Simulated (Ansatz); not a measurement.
# CH₆ClNSi₂: basis-set convergence

One table from this session's results is given with a row withheld; the runs are named, their logs left out.

Program: Ansatz 0.2.0, Gaussian basis. Level of theory: one geometry, several basis sets. These are calculated values, not measurements.

Levels to be run: PBE0-D4/def2-SVP; ωB97M-V/def2-SVP; PBE0-D4/def2-QZVPP; ωB97M-V/def2-QZVPP; the functionals' def2-TZVPP values are taken from earlier runs.

### Structure used throughout

The geometry comes from an earlier relaxation with PBE0-D4 in a triple-zeta def2 set; it is a stationary point, not always the lowest conformer.

SMILES `[SiH3][C@@H]1N[Si@H]1Cl`, 11 atoms, charge 0, spin multiplicity 1.

Atoms are counted from 1 here; the program's logs count them from 0.

Bond lengths: Si1–C2 1.861 Å, Si1–H6 1.489 Å, Si1–H7 1.487 Å, Si1–H8 1.489 Å, C2–N3 1.533 Å, C2–Si4 1.823 Å, C2–H9 1.093 Å, N3–Si4 1.696 Å, N3–H10 1.009 Å, Si4–Cl5 2.041 Å, Si4–H11 1.471 Å. Angles: C2–Si1–H6 111.3°, C2–Si1–H7 109.4°, C2–Si1–H8 109.6°, H6–Si1–H7 108.6°, H6–Si1–H8 108.7°, H7–Si1–H8 109.1°, Si1–C2–N3 114.4°, Si1–C2–Si4 126.2°, Si1–C2–H9 116.2°, N3–C2–Si4 60.0°, N3–C2–H9 115.3°, Si4–C2–H9 112.3°, C2–N3–Si4 68.5°, C2–N3–H10 116.4°, Si4–N3–H10 128.2°, C2–Si4–N3 51.5°, C2–Si4–Cl5 118.2°, C2–Si4–H11 127.4° and more.

Coordinates:

```xyz
11
CH6ClNSi2
Si   -0.9468    0.9979   -1.0699
C     0.4627    0.2118   -0.1430
N     0.4702   -1.3208   -0.1826
Si    0.3341   -0.7414    1.4055
Cl    1.9359   -0.7465    2.6703
H    -0.8242    0.7707   -2.5363
H    -2.2315    0.4116   -0.6057
H    -0.9582    2.4644   -0.8122
H     1.4405    0.6866   -0.2571
H     1.2681   -1.7548   -0.6218
H    -0.8850   -1.0366    2.1733
```

The first run:

File in.yaml:

```yaml
crystal:
  periodic: [false, false, false]
  atoms:
    - {symbol: Si, position_ang: [-0.946796, 0.997938, -1.069936]}
    - {symbol: C, position_ang: [0.462672, 0.211774, -0.142969]}
    - {symbol: N, position_ang: [0.470160, -1.320786, -0.182571]}
    - {symbol: Si, position_ang: [0.334051, -0.741394, 1.405492]}
    - {symbol: Cl, position_ang: [1.935868, -0.746527, 2.670320]}
    - {symbol: H, position_ang: [-0.824202, 0.770730, -2.536336]}
    - {symbol: H, position_ang: [-2.231502, 0.411638, -0.605732]}
    - {symbol: H, position_ang: [-0.958236, 2.464380, -0.812186]}
    - {symbol: H, position_ang: [1.440481, 0.686631, -0.257119]}
    - {symbol: H, position_ang: [1.268097, -1.754803, -0.621776]}
    - {symbol: H, position_ang: [-0.884994, -1.036584, 2.173312]}
basis:
  gaussian: {orbitals: def2-SVP}
hamiltonian: {xc: pbe0, dispersion: d4}
output: {orbitals: {seedname: orbitals}}
```

On the command line:

```bash
$ ansatz run in.yaml --threads 4 --pin off --events-out ev --progress --plain --max-ram 10444MiB
```

Steps of the session up to this table: PBE0-D4 in def2-SVP; ωB97M-V in def2-SVP; PBE0-D4 in def2-QZVPP; ωB97M-V in def2-QZVPP.

One table of the session follows, with a row left open; its other results are not shown here.

It belongs to the step «Density functionals: the series». 

```
functional       basis  HOMO (eV)  LUMO (eV)
   PBE0-D4    def2-SVP      -6.89       0.24
   PBE0-D4  def2-TZVPP      -6.98      -0.17
   PBE0-D4  def2-QZVPP      -7.01      -0.29
   ωB97M-V    def2-SVP          ?          ?
   ωB97M-V  def2-TZVPP      -9.20       1.53
   ωB97M-V  def2-QZVPP      -9.23       1.23
```

Estimate the missing values for ωB97M-V, def2-SVP.

The run gave: HOMO (eV): -9.09; LUMO (eV): 2.17. In the column «HOMO (eV)» it lies between ωB97M-V, def2-TZVPP (-9.20) and PBE0-D4, def2-QZVPP (-7.01).
